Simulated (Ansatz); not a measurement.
# CH3Ga (triplet): wave-function methods side by side at a displaced geometry (v2), cc-pVDZ

How much of the correlation energy of CH3Ga (triplet) does each wave-function method recover here?

Program: Ansatz 0.2.0, Gaussian basis. Level of theory: cc-pVDZ, core rule «outside noble gas», up to 15 orbitals frozen. These are calculated values, not measurements.

To be run: UHF; CCSD(T) on ROHF; CCSD(T) on UHF; BCCD(T) on ROHF; CISD as a restricted active space (open shells left free, so some higher excitations enter); CCSDT(Q) on ROHF; CCSDT(Q) on UHF.

20 further runs of the same task are left out: 2 for a known fault of the program, 7 that didn't finish, 11 set aside as unsound or not needed. Runs told in other sessions of the task aren't counted.

**1. What is computed**

The geometry is a PBE0/def2-TZVP stationary point (not a proven minimum) with its atoms shifted at random (size 0.100 Å). No spin-orbit coupling is included. The filled d shell of Ga may be among the frozen orbitals whatever the setting's name suggests.

5 atoms, charge 0, spin multiplicity 3.

Atoms are counted from 1 here; the program's logs count them from 0.

Bond lengths: C1–Ga2 1.910 Å, C1–H3 1.083 Å, Ga2–H4 1.493 Å, Ga2–H5 1.703 Å. Angles: Ga2–C1–H3 153.3°, C1–Ga2–H4 119.2°, C1–Ga2–H5 118.5°, H4–Ga2–H5 120.6°.

**2. UHF**

Contents of in.yaml:

```yaml
crystal:
  periodic: [false, false, false]
  atoms:
    - {symbol: C, position_ang: [0.138026, -0.093407, 1.614560]}
    - {symbol: Ga, position_ang: [-0.026848, 0.013033, -0.284957]}
    - {symbol: H, position_ang: [0.049772, 0.305744, 2.617044]}
    - {symbol: H, position_ang: [0.132881, 1.336224, -0.958069]}
    - {symbol: H, position_ang: [0.029822, -1.430481, -1.186689]}
basis:
  gaussian: {orbitals: cc-pVDZ}
magnetization: {spin_polarized: true, initial_magnetization: 2}
hamiltonian: {xc: hf}
output: {orbitals: {seedname: orbitals}}
```

Launch:

```bash
$ ansatz run in.yaml --threads 1 --pin off --events-out ev --progress --plain --max-ram 2393MiB
```

The runs that follow: CCSD(T) on ROHF; CCSD(T) on UHF; BCCD(T) on ROHF; CISD as a restricted active space (open shells left free, so some higher excitations enter); CCSDT(Q) on ROHF; CCSDT(Q) on UHF.

Q: Predict the results of all the runs planned. Wanted: UCCSDT(Q) from the RHF energy; RMP2 from UCCSDT(Q); UMP2 from UCCSDT(Q); RCCSD from UCCSDT(Q); RCCSD(T) from UCCSDT(Q); UCCSD(T) from UCCSDT(Q); RCCSDT(Q) from UCCSDT(Q); T1 diagnostic.

As calculated:

| quantity | value |
| --- | --- |
| UCCSDT(Q) from the ROHF energy | -5.3888 eV |
| RMP2 from UCCSDT(Q) | +25.43 kcal/mol |
| UMP2 from UCCSDT(Q) | +25.32 kcal/mol |
| RCCSD from UCCSDT(Q) | +3.18 kcal/mol |
| RCCSD(T) from UCCSDT(Q) | +0.74 kcal/mol |
| UCCSD(T) from UCCSDT(Q) | +0.71 kcal/mol |
| RCCSDT(Q) from UCCSDT(Q) | +0.04 kcal/mol |
| levels within 1 kcal/mol (43 meV) | RCCSD(T), UCCSD(T), BCCD(T), RCCSDT, UCCSDT, RCCSDT(Q) |
| T1 diagnostic | 0.021 |

What this shows: RCCSD(T) lands +0.74 kcal/mol from the yardstick (0.6 % of the correlation energy). These misses are within one basis, not against nature; the frozen cores of restricted and unrestricted runs differ, which can shift their rows.
